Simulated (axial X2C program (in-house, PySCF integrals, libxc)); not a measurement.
# RuN⁺: properties at the nuclei

Wanted for RuN⁺: properties at the nuclei, at the two-component level.

Method: two-component X2C with atomic mean-field terms, Ru dyall-cv3z, N dyall-av3z; program: an in-house X2C program for linear molecules on PySCF integrals.

All values are calculated.

## (1) Input

task.json

```json
{
 "zs": [
  44,
  7
 ],
 "q": 1,
 "bas": [
  "dyall-cv3z",
  "dyall-av3z"
 ],
 "r0": 1.74,
 "levels": [
  "PBE0",
  "HF",
  "TPSSh",
  "BP86",
  "BHandHLYP"
 ],
 "nst": 3
}
```

Keys: zs atomic numbers; q charge; bas basis sets; r0 starting distance in Å; levels methods (HF also brings MP2); nst determinants followed.

The run is started by

```bash
> python soeom.py task.json out
```

The runs that follow: Expectation values, lowest determinant; Expectation values, a higher determinant; Expectation values, a higher determinant.

Before running it: what results should come out? Wanted: lowest determinant; qzz Ru; qzz N; higher determinant; Eeff magnitude; Ws magnitude Ru; A∥/gI Ru (for each run or level that gives them).

**Answer**, as computed:

| quantity | value |
| --- | --- |
| lowest determinant | Ω = 0 (closed shell) |
| qzz Ru (a.u.), PBE0 | 6.48 |
| qzz N (a.u.), PBE0 | -0.47 |
| higher determinant | Ω = 3 (excess of +ω over −ω: ω = 1/2, ω = 5/2) |
| Eeff magnitude (GV/cm), PBE0, higher determinant | 4.89 |
| Ws magnitude Ru (kHz), PBE0, higher determinant | 0.795 |
| A∥/gI Ru (MHz), PBE0, higher determinant | 1570 |
| qzz Ru (a.u.), PBE0, higher determinant | 2.21 |
| higher determinant | Ω = 1 (excess of +ω over −ω: ω = -1/2, ω = 3/2) |
| Eeff magnitude (GV/cm), PBE0, higher determinant | 4.77 |
| Ws magnitude Ru (kHz), PBE0, higher determinant | 2.35 |
| A∥/gI Ru (MHz), PBE0, higher determinant | -2530 |
| qzz Ru (a.u.), PBE0, higher determinant | 2.08 |

What this shows: The expectation values come from single determinants, which for open shells can mix terms of unlike spin or miss the lowest Ω, so a determinant need not be a state. Eeff is the effective electric field on the electron dipole moment in this Ω state and Ws the scalar–pseudoscalar constant (defined with the proton number Z and per Ω); A∥ is the parallel hyperfine constant, which follows by multiplying with the nuclear g factor gI = μI/(I μN); qzz is the electric field gradient, eQq0 = 234.96 MHz × Q/barn × qzz. The operators were transformed with the bare-nucleus X2C matrices.
